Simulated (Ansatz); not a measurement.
What does this script print? It uses the Python package of Ansatz (0.2.0).

The script, `scf_sn2ir.py`:
```python
import sys
import warnings

import ansatz
from ase.data import atomic_numbers
import spglib

config = {
    "occupations": "tetrahedron",
    "mesh": (4, 4, 4),
    "cutoff_ev": 450,
    "n_empty": 16,
    "functional": "r2scan",
}

warnings.simplefilter("ignore", ansatz.DeckWarning)

structure = (
    ansatz.Lattice.from_parameters(4.481643, 4.481643, 4.481643, alpha=60.0, beta=60.0, gamma=60.0)
    .atom("Sn", [0.25, 0.25, 0.25])
    .atom("Sn", [0.75, 0.75, 0.75])
    .atom("Ir", [0.0, 0.0, 0.0])
)

setup = (
    structure.calculation()
    .occupations(config["occupations"])
    .kpoints(*config["mesh"], shift=0.5)
    .basis(config["cutoff_ev"], xc_grid=1)
    .scf(extra_bands=config["n_empty"])
    .functional(config["functional"])
    .accuracy("high")
    .compute(bader_charges=True)
)
try:
    res = setup.run(threads=1, pin="off")
except ansatz.NonConvergedError as error:
    sys.exit(f"no convergence: {error}")
except ansatz.RefusalError as error:
    sys.exit(f"input refused: {error}")
report = res.report

print(f"free energy      {report['free_energy_ev']:.5f} eV")
print(f"per atom         {report['free_energy_ev'] / len(res.lattice.sites):.5f} eV")
print(f"SCF iterations   {report['n_iterations']}  (converged: {report['converged']})")

spg_cell = (res.lattice.cell_ang, [s.position_frac for s in res.lattice.sites], [atomic_numbers[s.symbol] for s in res.lattice.sites])
found = spglib.get_symmetry_dataset(spg_cell, symprec=1e-3)
print(found.international, found.number, "point group", found.pointgroup)
for site, letter, group in zip(res.lattice.sites, found.wyckoffs, found.site_symmetry_symbols):
    print(f"  {site.symbol:2s} Wyckoff {letter}  site symmetry {group}")

charges = res.bader_charges()
for atom in charges.atoms:
    print(f"Bader charge {atom.symbol:2s} {atom.partial_charge_e:+.3f} e")
```

Output of `python scf_sn2ir.py`:
```text
free energy      -24026.93335 eV
per atom         -8008.97778 eV
SCF iterations   8  (converged: True)
Fm-3m 225 point group m-3m
  Sn Wyckoff c  site symmetry -43m
  Sn Wyckoff c  site symmetry -43m
  Ir Wyckoff a  site symmetry m-3m
Bader charge Sn +0.701 e
Bader charge Sn +0.701 e
Bader charge Ir -1.402 e
```

The settings weren't tested for convergence. The cutoff lies under the one recommended for these potentials. The run is spin-unpolarised. For a metal this k-point mesh is coarse: on a finer one energies can move by several to tens of meV an atom and pressures by half a GPa or more, differences at one mesh by less. The mesh has less symmetry than the crystal, which the program warned of. xc_grid=1 is under the default for a meta-GGA and makes forces and stresses depend on the grid. Spin-orbit coupling, which matters for elements this heavy, is left out. The starting cell is as deposited in a crystallographic database; the results hold for this polymorph, which needn't be the stable one. The script silences the warnings on its input, which a real study should read. It ran for 32 s on 1 thread of Arm Neoverse V1, on a shared host, peak memory 0.4 GiB.
